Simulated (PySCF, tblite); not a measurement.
**C₄H₁₄GaNSi₂: geometry, infrared bands and NMR shifts**

What infrared bands and NMR shifts should C₄H₁₄GaNSi₂ (`C=C[CH2][GaH][N]([SiH3])C[SiH3]`) show?

Programs: tblite 0.8.0 and PySCF 2.14.0, with density-fitted response routines of our own. Each step states its level of theory. These are calculated values for one molecule in the gas phase, unless marked as measured. Atoms are numbered from 0 throughout.

## Step 1: The starting structure

22 atoms, charge 0, multiplicity 1; geometry from: force field or distance geometry start.

Bonds of the start (Å): C0–C1 1.34, C1–C2 1.53, C2–Ga3 2.01, Ga3–N4 1.78, N4–Si5 1.80, N4–C6 1.43, C6–Si7 1.85, C0–H8 1.09, C0–H9 1.08, C1–H10 1.09, C2–H11 1.12, C2–H12 1.12, Ga3–H13 1.69, Si5–H14 1.45, Si5–H15 1.47, Si5–H16 1.48, C6–H17 1.09, C6–H18 1.13, Si7–H19 1.47, Si7–H20 1.47, Si7–H21 1.48.

## Step 2: Geometry optimisation with GFN2-xTB

Job settings and geometry (Å):

```
{"job": {"kind": "relax", "xc": "GFN2-xTB", "basis": "xTB"}, "charge": 0, "multiplicity": 1}
C     -4.099400    -0.784300     0.661000
C     -3.263000     0.181000     0.264700
C     -2.014700     0.481800     1.088300
Ga    -0.471500     0.161700    -0.165700
N      1.225900     0.598000    -0.448800
Si     1.904700     2.165200    -1.022400
C      2.328800    -0.160100     0.049600
Si     2.394600    -1.923200    -0.517100
H     -4.999100    -1.024600     0.094300
H     -3.861600    -1.304700     1.572900
H     -3.433500     0.762900    -0.641300
H     -1.993500     1.593700     1.213700
H     -2.143700    -0.046000     2.069000
H     -0.910700    -1.438600    -0.473000
H      0.940300     3.244500    -0.928600
H      2.458500     2.029200    -2.377200
H      3.054600     2.529700    -0.161000
H      3.257400     0.385600    -0.143500
H      2.224500    -0.200400     1.177600
H      2.500900    -2.007500    -1.982400
H      1.234000    -2.723200    -0.107500
H      3.656200    -2.501200     0.005800
```

Command:

```bash
$ OMP_NUM_THREADS=1 python probes_run.py task.json out
```

One launch serves the whole session: the jobs run in the order shown.

**Question.** This job is followed by: GFN2-xTB harmonic vibrations, gas phase; GIAO PBE0/pcSseg-1 NMR shielding, non-relativistic, gas phase. Predict these results of the whole session: strongest single infrared mode (GFN2-xTB); zero-point energy (GFN2-xTB); 13C shifts against TMS (PBE0/pcSseg-1); 1H shifts against TMS (PBE0/pcSseg-1, means over atoms taken as alike); 15N shifts against NH3 (PBE0/pcSseg-1); 29Si shifts against TMS (PBE0/pcSseg-1); shieldings of Ga (PBE0/pcSseg-1).

**Answer**, as computed:

| quantity | value |
| --- | --- |
| strongest single infrared mode (GFN2-xTB) | 782 cm⁻¹, 543 km/mol |
| zero-point energy (GFN2-xTB) | 94.7 kcal/mol |
| 13C shifts against TMS (PBE0/pcSseg-1) | 143.6, 119.2, 38.1, 33.5 ppm |
| 1H shifts against TMS (PBE0/pcSseg-1, means over atoms taken as alike) | 6.41, 6.34, 5.36, 5.24, 4.80, 4.35, 3.19, 2.30 ppm |
| 15N shifts against NH3 (PBE0/pcSseg-1) | 71.0 ppm |
| 29Si shifts against TMS (PBE0/pcSseg-1) | -49.8, -62.4 ppm |
| shieldings of Ga (PBE0/pcSseg-1) | Ga3 1274.9 ppm |

In words: Over 192 steps the energy fell by 1.215 eV; of the close pairs, Ga3–H13 changed most, 1.688 to 1.578 Å. No mode is imaginary among the 60: a minimum at this level. The strongest single mode, at 782 cm⁻¹, has its largest shares on Si7, H21 and C6 (the list is cut at 3 atoms). Unscaled tight-binding wavenumbers are off by several per cent, some by more. Its intensities can rank the bands wrongly. C1 (alkene CH) lies farthest downfield among carbon, at 143.6 ppm; an sp2 carbon of a C=C bond. At PBE0/pcSseg-1: The largest span, 243 ppm, is at C1, where the paramagnetic term is -215 ppm. Spin-orbit coupling is left out, which matters for shieldings and couplings at and beside the heavy atoms.
